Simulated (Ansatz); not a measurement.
# BH6NO2Si: the cost of one run

All numbers below are computed with Ansatz 0.2.0 (RKS revPBE-D4/def2-SVP).

### Step 1. The structure to begin with

Bond lengths: O1–B2 1.398 Å, B2–N3 1.532 Å, N3–Si4 1.828 Å, Si4–O5 1.645 Å, O1–H6 1.042 Å, B2–H7 1.214 Å, N3–H8 1.069 Å, Si4–H9 1.471 Å, Si4–H10 1.493 Å, O5–H11 0.949 Å. Angles: O1–B2–N3 119.4°, O1–B2–H7 119.1°, N3–B2–H7 121.4°, B2–O1–H6 106.9°, B2–N3–Si4 106.1°, B2–N3–H8 103.8°, Si4–N3–H8 103.9°, N3–Si4–O5 113.4°, N3–Si4–H9 105.6°, N3–Si4–H10 104.7°, O5–Si4–H9 112.9°, O5–Si4–H10 111.0°, H9–Si4–H10 108.7°, Si4–O5–H11 105.0°.

Structure file:

```xyz
11

O    -1.2363    1.7394    1.5792
B    -0.2775    0.7885    1.2159
N    -0.7326   -0.5631    0.6575
Si    0.1008   -0.7497   -0.9589
O     1.7400   -0.8255   -0.8440
H    -1.4133    2.3281    0.7379
H     0.8979    1.0374    1.3929
H    -0.2404   -1.2760    1.2838
H    -0.3642    0.3815   -1.7756
H    -0.4543   -2.0130   -1.5287
H     2.0451   -0.9045   -1.7393
```

### Step 2. Relaxing end A

The input, input.yaml:

```yaml
crystal:
  periodic: [false, false, false]
  atoms:
    - { symbol: O, position_ang: [-1.2363, 1.7394, 1.5792] }
    - { symbol: B, position_ang: [-0.2775, 0.7885, 1.2159] }
    - { symbol: "N", position_ang: [-0.7326, -0.5631, 0.6575] }
    - { symbol: Si, position_ang: [0.1008, -0.7497, -0.9589] }
    - { symbol: O, position_ang: [1.74, -0.8255, -0.844] }
    - { symbol: H, position_ang: [-1.4133, 2.3281, 0.7379] }
    - { symbol: H, position_ang: [0.8979, 1.0374, 1.3929] }
    - { symbol: H, position_ang: [-0.2404, -1.276, 1.2838] }
    - { symbol: H, position_ang: [-0.3642, 0.3815, -1.7756] }
    - { symbol: H, position_ang: [-0.4543, -2.013, -1.5287] }
    - { symbol: H, position_ang: [2.0451, -0.9045, -1.7393] }
basis:
  gaussian: { orbitals: def2-SVP }
hamiltonian:
  xc: revpbe
  dispersion: d4
relax:
  f_tol: 0.02
  max_steps: 50
```

Run with:

```
$ ansatz run input.yaml --threads 2 --pin off --max-ram 3072MiB --backend cpu --events-out ev --progress --plain --runs-dir out
```

Q: Estimate wall time and peak memory on 2 threads of Intel Xeon Platinum 8375C at 2.90GHz (Ice Lake), shared host.

About 27 s, with a peak of 0.16 GiB.
